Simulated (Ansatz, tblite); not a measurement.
**Al11N11 wurtzite off sphere (Al₁₁N₁₁H₂₈): which spin state is lowest**

Aim: set other spin states of Al11N11 wurtzite off sphere (Al₁₁N₁₁H₂₈) against its singlet, on many levels of theory.

Program: Ansatz 0.2.0, Gaussian basis. Level of theory: as each input shows. These are calculated values, not measurements.

Levels to be run: triplet, at the geometry of the singlet (GFN1-xTB, GFN2-xTB, PBE0-D4/def2-TZVP, PBE-D4/def2-TZVP); the singlet's energies come from earlier runs.

## 1. The structure

The geometry is that of the singlet, from an earlier relaxation (PBE-D4/def2-SVP).

50 atoms, charge 0, spin multiplicity 1.

Bond lengths: Al1–N2 1.993 Å, Al1–N5 1.957 Å, Al1–H23 1.611 Å, Al1–H24 1.613 Å, N2–Al7 1.952 Å, N2–H25 1.032 Å, N2–H26 1.032 Å, Al3–N4 1.964 Å, Al3–N5 1.878 Å, Al3–N14 1.974 Å, Al3–H27 1.598 Å, N4–Al9 1.964 Å, N4–H28 1.039 Å, N4–H29 1.032 Å, N5–Al6 1.924 Å, N5–Al15 1.909 Å, Al6–N8 1.947 Å, Al6–N10 1.924 Å and more. Angles: N2–Al1–N5 103.1°, N2–Al1–H23 105.8°, N2–Al1–H24 104.6°, N5–Al1–H23 110.8°, N5–Al1–H24 109.5°, H23–Al1–H24 121.2°, Al1–N2–Al7 116.5°, Al1–N2–H25 108.8°, Al1–N2–H26 108.2°, Al7–N2–H25 109.2°, Al7–N2–H26 109.6°, H25–N2–H26 103.9°, N4–Al3–N5 106.6°, N4–Al3–N14 102.7°, N4–Al3–H27 110.5°, N5–Al3–N14 106.9°, N5–Al3–H27 119.9°, N14–Al3–H27 108.9° and more.

## 2. Triplet at the fixed geometry, GFN1-xTB

Tight binding, by tblite at 300 K electronic temperature and without a spin-polarisation term:

```python
tblite.interface.Calculator('GFN1-xTB', numbers, positions, charge=0, uhf=2).singlepoint()
```

Energy -1764.3462 eV; 0.39 s.

## 3. Triplet at the fixed geometry, GFN2-xTB

Tight binding, by tblite at 300 K electronic temperature and without a spin-polarisation term:

```python
tblite.interface.Calculator('GFN2-xTB', numbers, positions, charge=0, uhf=2).singlepoint()
```

Energy -1605.5673 eV; 0.47 s.

## 4. Triplet at the fixed geometry, PBE0-D4/def2-TZVP

in.yaml

```yaml
crystal:
  periodic: [false, false, false]
  atoms:
    - {symbol: Al, position_ang: [0.317374, -3.507314, 0.013066]}
    - {symbol: N, position_ang: [0.257744, -3.408340, 2.002700]}
    - {symbol: Al, position_ang: [0.315269, -1.748025, -2.400033]}
    - {symbol: N, position_ang: [-1.228801, -0.708844, -3.027073]}
    - {symbol: N, position_ang: [0.318594, -1.626004, -0.526193]}
    - {symbol: Al, position_ang: [-1.264067, -0.730347, 0.101155]}
    - {symbol: Al, position_ang: [0.332903, -1.622321, 2.787581]}
    - {symbol: N, position_ang: [-1.175939, -0.679983, 2.045918]}
    - {symbol: Al, position_ang: [-1.357723, 1.147520, -2.398858]}
    - {symbol: N, position_ang: [-1.249638, 1.088458, -0.525100]}
    - {symbol: Al, position_ang: [-2.879978, 2.026634, 0.015260]}
    - {symbol: Al, position_ang: [-1.237906, 1.097432, 2.788694]}
    - {symbol: N, position_ang: [-2.822419, 1.925969, 2.004884]}
    - {symbol: N, position_ang: [1.847017, -0.684460, -3.047477]}
    - {symbol: Al, position_ang: [1.911109, -0.784365, 0.107322]}
    - {symbol: N, position_ang: [1.830472, -0.708306, 2.026400]}
    - {symbol: Al, position_ang: [2.008393, 1.161355, -2.408347]}
    - {symbol: N, position_ang: [0.328436, 1.943766, -3.046450]}
    - {symbol: N, position_ang: [1.812229, 1.047148, -0.534961]}
    - {symbol: Al, position_ang: [0.275225, 2.047252, 0.108491]}
    - {symbol: Al, position_ang: [1.983326, 1.144444, 2.680309]}
    - {symbol: N, position_ang: [0.301897, 1.938226, 2.027490]}
    - {symbol: H, position_ang: [-1.052834, -4.228105, -0.432544]}
    - {symbol: H, position_ang: [1.753648, -4.162736, -0.319494]}
    - {symbol: H, position_ang: [-0.593826, -3.888584, 2.334085]}
    - {symbol: H, position_ang: [1.028124, -3.983720, 2.378106]}
    - {symbol: H, position_ang: [0.346818, -3.182383, -3.104409]}
    - {symbol: H, position_ang: [-2.058673, -1.188483, -2.626283]}
    - {symbol: H, position_ang: [-1.363973, -0.786495, -4.047252]}
    - {symbol: H, position_ang: [-2.595795, -1.499779, -0.390558]}
    - {symbol: H, position_ang: [0.328264, -1.759936, 4.381384]}
    - {symbol: H, position_ang: [-2.022795, -1.169227, 2.385581]}
    - {symbol: H, position_ang: [-2.585060, 1.891358, -3.102335]}
    - {symbol: H, position_ang: [-4.188813, 1.198858, -0.428986]}
    - {symbol: H, position_ang: [-2.731375, 3.598231, -0.317928]}
    - {symbol: H, position_ang: [-1.359008, 1.160909, 4.382581]}
    - {symbol: H, position_ang: [-3.664198, 1.429342, 2.337138]}
    - {symbol: H, position_ang: [-2.934467, 2.881014, 2.380135]}
    - {symbol: H, position_ang: [1.938075, -0.755890, -4.073217]}
    - {symbol: H, position_ang: [2.681873, -1.185768, -2.687451]}
    - {symbol: H, position_ang: [3.272106, -1.445420, -0.457895]}
    - {symbol: H, position_ang: [2.691460, -1.155855, 2.387498]}
    - {symbol: H, position_ang: [3.281698, 1.897379, -3.027847]}
    - {symbol: H, position_ang: [0.311742, 2.058886, -4.072124]}
    - {symbol: H, position_ang: [0.311207, 2.917216, -2.685886]}
    - {symbol: H, position_ang: [2.627084, 1.517713, -0.090321]}
    - {symbol: H, position_ang: [0.381968, 3.556881, -0.455809]}
    - {symbol: H, position_ang: [2.018842, 1.164241, 4.286972]}
    - {symbol: H, position_ang: [3.209791, 1.853031, 1.882928]}
    - {symbol: H, position_ang: [0.344612, 2.907441, 2.389133]}
basis:
  gaussian: {orbitals: def2-TZVP, fitting: {mean_field: def2-universal-jkfit}}
magnetization: {spin_polarized: true, initial_magnetization: 2}
hamiltonian: {xc: pbe0, dispersion: d4}
scf: {omitted_lower_state_checks: [starts]}
output: {orbitals: {seedname: orbitals}}
```

Run with:

```bash
ansatz run in.yaml --threads 2 --pin off --events-out ev --progress --plain --max-ram 32768MiB --backend cuda --devices 0, --max-vram 18GiB
```

The program printed:

```text
Functional definition: PBE0
  name "PBE0"
  cite "Adamo & Barone, J. Chem. Phys. 110, 6158 (1999) doi:10.1063/1.478522"
  cite "Perdew, Burke & Ernzerhof, Phys. Rev. Lett. 77, 3865 (1996) doi:10.1103/PhysRevLett.77.3865"
  parent pbe
  parameter a = 0.25
  parameter kappa = 0.804
  parameter beta = 0.06672455060314922
  exchange = (1 - a)*pbe_x(kappa = kappa, mu = beta*pi^2/3) + a*exact_x
  correlation = pbe_c(beta = beta)
these checks for a lower state are left out or cut short: starts
2759 factors; integrals over basis functions are off by at most 6.1e-1 eV
mean field evaluation 1: about -89326.5263 eV, gradient 1.3e2 eV
mean field evaluation 2: about -89046.2977 eV, gradient 2.7e2 eV
mean field evaluation 4: about -89381.0522 eV, gradient 4.4e1 eV
mean field evaluation 8: about -89392.2998 eV, gradient 3.1e0 eV
mean field evaluation 16: about -89392.4028 eV, gradient 2.2e-1 eV
mean field evaluation 32: about -89392.4490 eV, gradient 2.5e-1 eV
mean field -89392.45193559 eV, -3285.1120162529 hartree, gradient 3.9e-6 eV, S^2 2.011905; 0 other end points of the search recorded, 0 dependent functions left out
reference -89392.45202104 eV, -3285.1120193929 hartree; 125, 123 occupied and 791, 793 virtual orbitals, 2759 factors
Total energy: -89395.21397603 eV, -3285.2135193667 hartree
Checks for a lower state left out: starts
```

Wall time 51 s (1 × H100 (card shared with other runs) with 2 threads of AMD EPYC 7R13, shared host); peak host memory 1.7 GiB.

From the report: HOMO -1.84 eV, LUMO -6.70 eV (over both spins; with the spin held, an empty level of the minority spin lies below the top filled one); ⟨S²⟩ 2.012 (pure: 2.00).

## 5. Triplet at the fixed geometry, PBE-D4/def2-TZVP

start.molden holds the orbitals of an earlier run on this state, given as this run's starting guess.

Edit in.yaml of step 4 so:

```diff
@@ -54,5 +54,5 @@
 basis:
-  gaussian: {orbitals: def2-TZVP, fitting: {mean_field: def2-universal-jkfit}}
+  gaussian: {orbitals: def2-TZVP, fitting: {mean_field: def2-universal-jkfit}, initial_orbitals: start.molden}
 magnetization: {spin_polarized: true, initial_magnetization: 2}
-hamiltonian: {xc: pbe0, dispersion: d4}
+hamiltonian: {xc: pbe, dispersion: d4}
 scf: {omitted_lower_state_checks: [starts]}
```

Same command.

The program printed:

```text
Functional definition: PBE
  name "PBE"
  cite "Perdew, Burke & Ernzerhof, Phys. Rev. Lett. 77, 3865 (1996) doi:10.1103/PhysRevLett.77.3865"
  parent pbe
  parameter kappa = 0.804
  parameter beta = 0.06672455060314922
  exchange = pbe_x(kappa = kappa, mu = beta*pi^2/3)
  correlation = pbe_c(beta = beta)
these checks for a lower state are left out or cut short: starts
2759 factors; integrals over basis functions are off by at most 6.1e-1 eV
mean field evaluation 1: about -89383.3925 eV, gradient 1.8e1 eV
mean field evaluation 2: about -89384.0385 eV, gradient 1.0e0 eV
mean field evaluation 4: about -89384.3880 eV, gradient 1.4e0 eV
mean field evaluation 8: about -89384.4341 eV, gradient 1.7e-2 eV
mean field evaluation 16: about -89384.4340 eV, gradient 4.1e-4 eV
mean field -89384.43404634 eV, -3284.8173642574 hartree, gradient 2.9e-6 eV, S^2 2.001394; 0 other end points of the search recorded, 0 dependent functions left out
reference -89384.43416323 eV, -3284.8173685533 hartree; 125, 123 occupied and 791, 793 virtual orbitals, 2759 factors
Total energy: -89387.53156174 eV, -3284.9311958490 hartree
Checks for a lower state left out: starts
```

Wall time 31 s (1 × H100 (card shared with other runs) with 2 threads of AMD EPYC 7R13, shared host); peak host memory 1.6 GiB.

From the report: HOMO -1.38 eV, LUMO -6.75 eV (over both spins; with the spin held, an empty level of the minority spin lies below the top filled one); ⟨S²⟩ 2.001 (pure: 2.00).

## 6. Triplet less singlet, vertical

The singlet's energies are those of its earlier runs, whose logs aren't repeated here.

```tsv
level	triplet less singlet, vertical (eV)	time
GFN1-xTB	+4.729	0.66 s
GFN2-xTB	+5.168	0.7 s
PBE-D4/def2-TZVP	+5.171	51 s
PBE0-D4/def2-TZVP	+6.220	73 s
```

Times add the two runs; a level without a time comes out of a correlated run. Tight binding without a spin term can't rank spin states.

## 7. Outcome

| quantity | value |
| --- | --- |
| triplet less singlet, vertical, functionals in def2-TZVP | +5.171 (PBE-D4) to +6.220 eV (PBE0-D4) |

**Reading.** All functionals put the triplet above the singlet, over a spread of 1.049 eV. The checks for a lower triplet were left out, so another state of that spin may lie lower. These are electronic energies, without zero-point motion, entropy or surroundings.
